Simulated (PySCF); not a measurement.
# I3Tl (Tl(I)3): the cost of one run

The runs use PySCF 2.14.0; r2SCAN, Tl def2-SVP with ECP60, I def2-SVP with ECP28; scalar-relativistic core potentials, no spin–orbit coupling.

3 further runs of the same task are left out: 2 for a known fault of the program, 1 set aside as unsound or not needed.

### Step 1. Starting geometry

4 atoms, charge 0, spin multiplicity 1.

Bond lengths: Tl1–I2 2.736 Å, Tl1–I3 2.736 Å, Tl1–I4 2.736 Å. Angles: I2–Tl1–I3 120.0°, I2–Tl1–I4 120.0°, I3–Tl1–I4 120.0°.

Geometry (Å):

```xyz
4
I3Tl
Tl    0.0000    0.0000   -0.0949
I     2.7359    0.0000   -0.0935
I    -1.3679    2.3693   -0.0935
I    -1.3679   -2.3693   -0.0935
```

Formal oxidation states: Tl +3. An earlier session relaxed this geometry at r2SCAN, Tl def2-SVP with ECP60, I def2-SVP with ECP28 (singlet, point group D3h).

Its energy there is -1066.172388 Eh.

### Step 2. Multiplicity 3 at the relaxed geometry

Contents of run.py (the lines that set the calculation):

```python
mol = gto.M(atom='''
Tl     0.00000     0.00000    -0.09491
I      2.73585     0.00003    -0.09349
I     -1.36795     2.36930    -0.09349
I     -1.36790    -2.36933    -0.09349''',
    basis={'Tl': 'def2-SVP', 'I': 'def2-SVP'},
    ecp={'Tl': 'def2-SVP', 'I': 'def2-SVP'},
    charge=0, spin=2)
mf = dft.UKS(mol, xc='R2SCAN')
mf.grids.atom_grid = (50, 194)
mf = mf.density_fit()  # fitting sets: Tl def2-universal-JKFIT, I def2-universal-JKFIT
mf.conv_tol = 1e-08; mf.max_cycle = 55
mf.kernel(dm0)  # dm0: free metal ions and neutral atoms
```

The run is started by

```console
OMP_NUM_THREADS=2 python run.py
```

**Question.** How long does this run take on 2 threads of Arm Neoverse V1, shared host?

About 40 s.
